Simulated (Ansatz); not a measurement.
# CSe2 in Ansatz: convergence with smearing width

Input of the first run (smearing width 0.3 eV); the others differ in this setting and in those tied to it:

File input.yaml:

```yaml
crystal:
  lattice:
    - [3.569767, -2.99478, 0.0]
    - [3.569767, 2.99478, 0.0]
    - [0.0, 0.0, 9.462652]
  atoms:
    - { symbol: Se, position: [0.212422, 0.787578, 0.879385] }
    - { symbol: Se, position: [0.787578, 0.212422, 0.120615] }
    - { symbol: Se, position: [0.287578, 0.712422, 0.379385] }
    - { symbol: Se, position: [0.712422, 0.287578, 0.620615] }
    - { symbol: C, position: [0.0, 0.0, 0.0] }
    - { symbol: C, position: [0.5, 0.5, 0.5] }
hamiltonian:
  xc: pbe
  pseudopotentials: { kind: paw, source: jth }
kpoints:
  mp_grid: { grid: [5, 5, 3] }
scf:
  occupations: { method: fermi_dirac, width: 0.3 }
output:
  forces: true
  stress: true
  eigenvalues: true
```

Potentials or basis: JTH PAW.

The run is started by

```console
$ ansatz run input.yaml --threads 2 --pin off --max-ram 5632MiB --backend cpu --events-out ev --progress --plain --runs-dir out
```

The cell comes from a database or a generator and needn't be the stable form of this composition.

Hardware: 2 threads of Arm Neoverse V1, with other jobs on the host.

Q: The values tried are 0.3 eV, 0.2 eV, 0.15 eV, 0.1 eV, 0.05 eV, 0.025 eV, 0.01 eV, 0.005 eV, loosest first. From which on does the largest force stay within 0.005 eV/Å of the tightest run that finished?

A: From 0.2 eV on.

| smearing width | energy less the tightest run, at zero smearing (meV/atom) | pressure (GPa) | largest force (eV/Å) | gap on the mesh (eV) | SCF cycles | CPU time (s) | peak memory (GiB) |
| --- | --- | --- | --- | --- | --- | --- | --- |
| 0.3 eV | 8.24 | 0.30 | 0.016 | 2.399 | 10 | 25 | 0.86 |
| 0.2 eV | 0.74 | 0.26 | 0.029 | 2.394 | 10 | 24 | 0.85 |
| 0.15 eV | 0.07 | 0.25 | 0.032 | 2.394 | 10 | 24 | 0.86 |
| 0.1 eV | 0.00 | 0.25 | 0.032 | 2.394 | 7 | 11 | 0.86 |
| 0.05 eV | 0.00 | 0.25 | 0.032 | 2.394 | 7 | 11 | 0.86 |
| 0.025 eV | 0.00 | 0.25 | 0.032 | 2.393 | 7 | 11 | 0.86 |
| 0.01 eV | 0.00 | 0.25 | 0.032 | 2.393 | 7 | 10 | 0.86 |
| 0.005 eV | 0.00 | 0.25 | 0.032 | 2.393 | 7 | 11 | 0.86 |

Against the tightest run, the energy stays within 1 meV/atom from 0.2 eV on; the pressure stays within 0.1 GPa from 0.3 eV on; the gap on the mesh stays within 0.01 eV from 0.3 eV on. The tightest run that finished is the yardstick and may itself not be fully converged.

Caveat, for the tightest run too: odd divisions of the mesh miss points on the zone boundary, where band edges often lie, so the gap on the mesh can be too wide.
